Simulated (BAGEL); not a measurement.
# [BNH4O2]+ (SMILES [NH2+]B(O)O): UHF/6-31G(d) (density fitting with qzvpp-jkfit, spherical functions)

What is the energy change on altering one bond length of [BNH4O2]+ at UHF/6-31G* (density fitting with qzvpp-jkfit, spherical functions)? 

The results are computed with BAGEL 1.2.2.

6 further runs of the same task are left out: 4 that didn't finish, 2 set aside as unsound or not needed.

## Step 1: The molecule

[BNH4O2]+ has 8 atoms, charge +1, and is taken as a doublet. As SMILES, `[NH2+]B(O)O`. The coordinates come from a GFN2-xTB relaxation. This is one conformer, not always the lowest.

Bond lengths: N1–B2 1.463 Å, B2–O3 1.330 Å, B2–O4 1.344 Å, N1–H5 1.017 Å, N1–H6 1.015 Å, O3–H7 0.961 Å, O4–H8 0.966 Å. Angles: N1–B2–O3 124.2°, N1–B2–O4 112.7°, O3–B2–O4 123.0°, B2–N1–H5 119.2°, B2–N1–H6 126.2°, B2–O3–H7 126.5°, B2–O4–H8 120.6°, H5–N1–H6 114.5°.

## Step 2: The energy at UHF/6-31G(d) (density fitting with qzvpp-jkfit, spherical functions)

calc.json

```json
{ "bagel": [

{
  "title": "molecule",
  "basis": "6-31gs.json",
  "df_basis": "qzvpp-jkfit",
  "angstrom": true,
  "geometry": [
    { "atom": "N", "xyz": [      -0.570470,       1.019260,      -0.132130 ] },
    { "atom": "B", "xyz": [       0.081700,      -0.277950,       0.047760 ] },
    { "atom": "O", "xyz": [       1.375800,      -0.500400,      -0.162470 ] },
    { "atom": "O", "xyz": [      -0.769100,      -1.234940,       0.457390 ] },
    { "atom": "H", "xyz": [      -1.564340,       1.106590,       0.063170 ] },
    { "atom": "H", "xyz": [      -0.122090,       1.880450,      -0.429380 ] },
    { "atom": "H", "xyz": [       2.024690,       0.141740,      -0.461290 ] },
    { "atom": "H", "xyz": [      -0.456180,      -2.134760,       0.616960 ] }
  ]
},

{
  "title": "uhf",
  "charge": 1,
  "nopen": 1
},

{
  "title": "print",
  "file": "orbitals.molden",
  "orbitals": true
}

]}
```

The basis set 6-31G* is read from a file made from the Basis Set Exchange's data (not shown).

Run with:

```
$ BAGEL_NUM_THREADS=1 BAGEL calc.json > calc.out
```

Log:

```text
* using 1 threads per process

  ===============================================================
  ===============================================================

  *** Geometry ***

  { "atom" : "N", "xyz" : [     -1.078032,      1.926122,     -0.249690 ] },
  { "atom" : "B", "xyz" : [      0.154391,     -0.525249,      0.090253 ] },
  { "atom" : "O", "xyz" : [      2.599885,     -0.945619,     -0.307024 ] },
  { "atom" : "O", "xyz" : [     -1.453388,     -2.333698,      0.864342 ] },
  { "atom" : "H", "xyz" : [     -2.956174,      2.091152,      0.119374 ] },
  { "atom" : "H", "xyz" : [     -0.230717,      3.553535,     -0.811411 ] },
  { "atom" : "H", "xyz" : [      3.826110,      0.267850,     -0.871712 ] },
  { "atom" : "H", "xyz" : [     -0.862055,     -4.034112,      1.165885 ] },

  Number of auxiliary basis functions:      378

  Since a DF basis is specified, we compute 2- and 3-index integrals:
    o Being stored without compression. Storage requirement is 0.012 GB

  Number of basis functions:       64
  Number of electrons      :       32

    * METHOD: MOLECULE                             0.12

  *** Open-shell HF ***

  === Nuclear Repulsion ===
   116.7431987763

      * DIIS with orbital gradients will be used.

  === UHF iteration (6-31gs.json) ===
      0       -230.78211227          0.05527228           0.05
      1       -230.94952111          0.03228943           0.05
      2       -230.99322264          0.01952558           0.05
      3       -231.01791058          0.00115016           0.05
      4       -231.01830108          0.00024326           0.05
      5       -231.01835101          0.00010505           0.05
      6       -231.01837353          0.00003243           0.05
      7       -231.01837776          0.00001550           0.05
      8       -231.01837892          0.00000670           0.05
      9       -231.01837947          0.00000210           0.05
     10       -231.01837954          0.00000111           0.05
     11       -231.01837956          0.00000056           0.05
     12       -231.01837956          0.00000025           0.05
     13       -231.01837956          0.00000012           0.05
     14       -231.01837956          0.00000006           0.05
     15       -231.01837956          0.00000003           0.05
     16       -231.01837956          0.00000001           0.05
     17       -231.01837956          0.00000000           0.05
    * SCF iteration converged.

    * S^2 (UHF) is 0.7599

    * Permanent dipole moment:
           (    0.308743,    -2.082514,     0.439963) a.u.

    * METHOD: UHF                                  1.02

    * METHOD: PRINT                                0.01

  ===============================================================
```

Wall time 1.3 s (1 thread of Arm Neoverse V2, shared host); peak memory 0.081 GiB.

## Step 3: The distorted shape, same level

input.json

```json
{ "bagel": [

{
  "title": "molecule",
  "basis": "6-31gs.json",
  "df_basis": "qzvpp-jkfit",
  "angstrom": true,
  "geometry": [
    { "atom": "N", "xyz": [      -0.073488,       0.975591,      -0.229789 ] },
    { "atom": "B", "xyz": [       0.578682,      -0.321619,      -0.049899 ] },
    { "atom": "O", "xyz": [       1.872782,      -0.544069,      -0.260129 ] },
    { "atom": "O", "xyz": [      -0.272118,      -1.278609,       0.359731 ] },
    { "atom": "H", "xyz": [      -1.564340,       1.106590,       0.063170 ] },
    { "atom": "H", "xyz": [       0.374892,       1.836781,      -0.527039 ] },
    { "atom": "H", "xyz": [       2.521672,       0.098071,      -0.558949 ] },
    { "atom": "H", "xyz": [       0.040802,      -2.178429,       0.519301 ] }
  ]
},

{ "title": "uhf", "charge": 1, "nopen": 1 },

{ "title": "print", "file": "orbitals.molden", "orbitals": true }

]}
```

The basis set 6-31G* is read from a file made from the Basis Set Exchange's data (not shown).

Run with:

```
$ BAGEL_NUM_THREADS=1 BAGEL input.json > input.out
```

Log:

```text
* using 1 threads per process

  ===============================================================
  ===============================================================

  *** Geometry ***

  { "atom" : "N", "xyz" : [     -0.138872,      1.843600,     -0.434238 ] },
  { "atom" : "B", "xyz" : [      1.093550,     -0.607772,     -0.094295 ] },
  { "atom" : "O", "xyz" : [      3.539045,     -1.028141,     -0.491573 ] },
  { "atom" : "O", "xyz" : [     -0.514228,     -2.416221,      0.679793 ] },
  { "atom" : "H", "xyz" : [     -2.956174,      2.091152,      0.119374 ] },
  { "atom" : "H", "xyz" : [      0.708443,      3.471013,     -0.995959 ] },
  { "atom" : "H", "xyz" : [      4.765269,      0.185327,     -1.056261 ] },
  { "atom" : "H", "xyz" : [      0.077105,     -4.116634,      0.981337 ] },

  Number of auxiliary basis functions:      378

  Since a DF basis is specified, we compute 2- and 3-index integrals:
    o Being stored without compression. Storage requirement is 0.012 GB

  Number of basis functions:       64
  Number of electrons      :       32

    * METHOD: MOLECULE                             0.11

  *** Open-shell HF ***

  === Nuclear Repulsion ===
   114.9418551074

      * DIIS with orbital gradients will be used.

  === UHF iteration (6-31gs.json) ===
      0       -230.68615631          0.05494785           0.05
      1       -230.85800829          0.03210762           0.05
      2       -230.90293674          0.01931702           0.05
      3       -230.92753392          0.00130671           0.05
      4       -230.92836206          0.00041058           0.05
      5       -230.92871626          0.00015016           0.05
      6       -230.92913398          0.00006264           0.05
      7       -230.92944509          0.00004710           0.05
      8       -230.92972517          0.00004155           0.05
      9       -230.93013240          0.00004238           0.05
     10       -230.93018191          0.00003777           0.05
     11       -230.93033165          0.00003692           0.05
     12       -230.93042334          0.00002709           0.05
     13       -230.93043810          0.00000887           0.05
     14       -230.93044086          0.00000469           0.05
     15       -230.93044088          0.00000165           0.05
     16       -230.93044088          0.00000045           0.05
     17       -230.93044088          0.00000022           0.05
     18       -230.93044088          0.00000017           0.05
     19       -230.93044088          0.00000014           0.05
     20       -230.93044088          0.00000009           0.05
     21       -230.93044088          0.00000003           0.05
     22       -230.93044088          0.00000001           0.05
     23       -230.93044088          0.00000001           0.05
    * SCF iteration converged.

    * S^2 (UHF) is 0.8549

    * Permanent dipole moment:
           (    0.702675,    -2.140263,     0.368029) a.u.

    * METHOD: UHF                                  1.32

    * METHOD: PRINT                                0.01

  ===============================================================
```

Wall time 1.6 s (1 thread of Arm Neoverse V2, shared host); peak memory 0.081 GiB.

## Step 4: What came out

Level: UHF/6-31G* (density fitting with qzvpp-jkfit, spherical functions).

| quantity | value |
| --- | --- |
| first shape: total energy | -231.01838 Eh |
| first shape: ⟨S²⟩ | 0.760 |
| distorted shape: total energy | -230.93044 Eh |
| distorted shape: ⟨S²⟩ | 0.855 |
| energy change with the N1–H5 bond stretched from 1.017 to 1.525 Å | 2.393 eV |

With the N1–H5 bond stretched from 1.017 to 1.525 Å the energy rises by 2.39 eV (55 kcal/mol). The first shape isn't relaxed at this level, so the change isn't measured from a minimum. ⟨S²⟩ (distorted shape) is 0.85 where a pure doublet has 0.75: the reference is spin-contaminated.
